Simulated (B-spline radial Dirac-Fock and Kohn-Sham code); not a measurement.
# Inner shells of Pb¹³⁺

What does theory give for the Pb¹³⁺ ion? The session works out its X-ray form factor and Compton profile and the binding energy of each subshell.

The numbers are computed with B-spline radial Dirac-Fock and Kohn-Sham code (version 2): a free atom or ion on a radial basis; each step names its model.

## Step 1: The system

Pb¹³⁺, configuration [Xe] 4f14 5d1.

```yaml
nuclear_charge: 82
electrons: 69
mass_number: 208
nuclear_rms_radius: 5.5012 fm
```

Outer shells as boxes (Hund's rule, for the drawing alone; heavy ions are jj-coupled, and the calculation averages over the configuration):

```
[Xe] core
4f [↑↓][↑↓][↑↓][↑↓][↑↓][↑↓][↑↓]
5d [↑ ][  ][  ][  ][  ]
```

## Step 2: X-ray scattering functions

Model: Dirac-Fock average of configuration, finite nucleus; form factor of the spherical density, Waller-Hartree incoherent function, impulse-approximation Compton profiles.

The run's settings:

```ini
task = scatter
Z = 82
charge = 13
configuration = 1s2 2s2 2p6 3s2 3p6 3d10 4s2 4p6 4d10 4f14 5s2 5p6 5d1
mass_number = 208
rms_radius = 5.5012  # fm
s = [0.0, 0.1, 0.12, 0.15, 0.18, 0.22, 0.27, 0.34, 0.41, 0.51, 0.62, 0.76, 0.93, 1.14, 1.39, 1.71, 2.09, 2.56, 3.14, 3.85, 4.71, 5.77, 7.07]  # 1/A
pz = [0, 0.1, 0.2, 0.3, 0.4, 0.5, 0.6, 0.8, 1.0, 1.2, 1.4, 1.6, 1.8, 2.0, 2.5, 3.0, 4.0, 5.0, 7.0, 10.0, 15.0, 20.0, 30.0, 40.0, 60.0, 100.0]  # a.u.
photon_energy = [1000, 5000, 10000, 17479.3, 20000, 50000, 200000, 500000]  # eV
```

## Step 3: Hole states by ΔSCF

Model: Dirac-Fock average of configuration, Delta-SCF, finite nucleus, first-order Breit with its frequency dependence, self-energy and vacuum polarisation.

Settings, as recorded:

```ini
task = binding
```

Q: Predict the outcome of this session. Wanted: rms radius of the electron cloud; form factor halves at; Compton profile at zero; deepest level listed, K; least bound, O4,5; Kα1.

The runs gave:

```
                                quantity         value
        rms radius of the electron cloud    0.477 bohr
                   form factor halves at      0.86 1/Å
                 Compton profile at zero  5.228 1/a.u.
            deepest level listed, K (1s)    88265.1 eV
                  least bound, O4,5 (5d)      242.8 eV
                                     Kα1    74964.5 eV
ionisation energy, NIST (semi-empirical)    245.100 eV
```

What this shows: f falls from 69 to half of that at s = 0.86 1/Å. Incoherent scattering outweighs coherent from 200 keV on, among the energies asked. For K (1s), relaxation takes off 87.8 eV, Breit terms shift it by -323.33 and QED by -170.88 eV. NIST's ionisation energy differs by +2.26 eV from the least binding energy; the calculation averages open shells over their j components and terms. The Hartree-Fock and Dirac-Fock values hold no electron correlation.
